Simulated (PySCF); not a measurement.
# HoN: bond curves at several levels of theory

One table from this session's results is given with a row withheld; the runs are named, their logs left out.

The runs use PySCF 2.14.0; Ho x2c-SVPall, N x2c-SVPall, spin-free X2C with a Gaussian nucleus.

The first run:

The job is set up so:

| Property | Result |
| --- | --- |
| atoms | Ho, N |
| charge | 0 |
| basis | Ho x2c-SVPall, N x2c-SVPall |
| Hamiltonian | spin-free X2C with a Gaussian nucleus |
| basis functions | 99 |
| electrons treated | 74 |
| masses in u | 164.9303, 14.0031 |
| levels | PBE0, PBE, r²SCAN, PBEsol, TPSSh, HSE06, HF, MP2, SCS-MP2 |
| grid | 80 radial by 434 angular points |
| occupations | held fixed by the projection of orbital angular momentum |
| dissociation limit | Ho + N, each in its ground configuration |
| starting distance in angstrom | 1.978 |
| values of 2S to try | 2, 4, 6 |

Run with:

```
$ OMP_NUM_THREADS=2 python dia.py task.json out
```

Among the steps run: The job; The PBE0 curve of the state that the search chose; Excited determinants; PBE; r²SCAN; PBEsol; TPSSh; HSE06 (range-separated hybrid); UHF.

One table of the session follows, with a row left open; its other results are not shown here.

| level | Re (Å) | ωe (cm⁻¹) | De (eV) | μ (D) |
| --- | --- | --- | --- | --- |
| PBE | 1.825 | 701 | 3.04 | -3.82 |
| PBEsol | 1.809 | 727 | 3.40 | -3.77 |
| TPSSh | 1.820 | 764 | 2.64 | -3.98 |
| PBE0 | 1.811 | 806 | 2.49 | -4.20 |
| HSE06 | ? | ? | ? | ? |

Q: Estimate the row for HSE06 from the others.

**Answer.** Re (Å): 1.814; ωe (cm⁻¹): 802; De (eV): 2.53; μ (D): -4.26. In the column «Re (Å)» it lies between PBE0 (1.811) and TPSSh (1.820).

De is counted to Ho + N in their ground configurations.

Limits of these values: At some levels the lowest empty orbital lies below the highest filled one (the two can be of opposite spin).
